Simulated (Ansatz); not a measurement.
# LiB3Pt: the cost of one run

Method: DFT PBE, scalar-relativistic, plane waves, PAW, in Ansatz 0.2.0.

**1. The system as given**

It takes space group P6/mmm (No. 191, hexagonal). The conventional cell has a = 3.460 Å, b = 3.460 Å, c = 4.865 Å, α = 90.00°, β = 90.00°, γ = 120.00°. Li (site symmetry 6/mmm) is surrounded by 6 B at 1.73 Å. B (site symmetry mmm) has 2 Li at 1.73 Å and 4 B at 1.73 Å as nearest neighbours. Pt (site symmetry 6/mmm) is surrounded by 2 Li at 2.43 Å.

As a file:

```cif
data_structure
_symmetry_space_group_name_H-M 'P 1'
_symmetry_Int_Tables_number 1
_cell_length_a 3.4598
_cell_length_b 3.4598
_cell_length_c 4.8648
_cell_angle_alpha 90.000
_cell_angle_beta 90.000
_cell_angle_gamma 120.000
_cell_volume 50.43
loop_
_atom_site_label
_atom_site_type_symbol
_atom_site_fract_x
_atom_site_fract_y
_atom_site_fract_z
_atom_site_occupancy
Li1 Li 0.00000 0.00000 0.50000 1
B1 B 0.50000 0.00000 0.50000 1
B2 B 0.00000 0.50000 0.50000 1
B3 B 0.50000 0.50000 0.50000 1
Pt1 Pt 0.00000 0.00000 0.00000 1
```

The cell is invented: random cell by space group and Wyckoff sites (P6/mmm, No. 191). Lengths come from tabulated atomic sizes and are only a guess.

**2. The guess as it stands, on a coarse mesh**

input.yaml

```yaml
crystal:
  lattice:
    - [3.4598382, 0.0, 0.0]
    - [-1.7299191, 2.99630778, 0.0]
    - [0.0, 0.0, 4.86475993]
  atoms:
    - { symbol: Li, position: [0.0, 0.0, 0.5] }
    - { symbol: B, position: [0.5, 0.0, 0.5] }
    - { symbol: B, position: [0.0, 0.5, 0.5] }
    - { symbol: B, position: [0.5, 0.5, 0.5] }
    - { symbol: Pt, position: [0.0, 0.0, 0.0] }
basis:
  ecutwfc: 420
kpoints:
  mp_grid: { grid: [6, 6, 4] }
hamiltonian:
  xc: pbe
scf:
  occupations: { method: gaussian, width: 0.1 }
  lower_state_search: "off"
output:
  forces: true
  stress: true
  eigenvalues: true
```

On the command line:

```console
> ansatz run input.yaml --threads 1 --pin off --max-ram 2048MiB --backend cpu --events-out ev --progress --plain --runs-dir out
```

What time and memory should one allow on 1 thread of Arm Neoverse V1, shared host?

About 2.1 s, with a peak of 0.3 GiB.
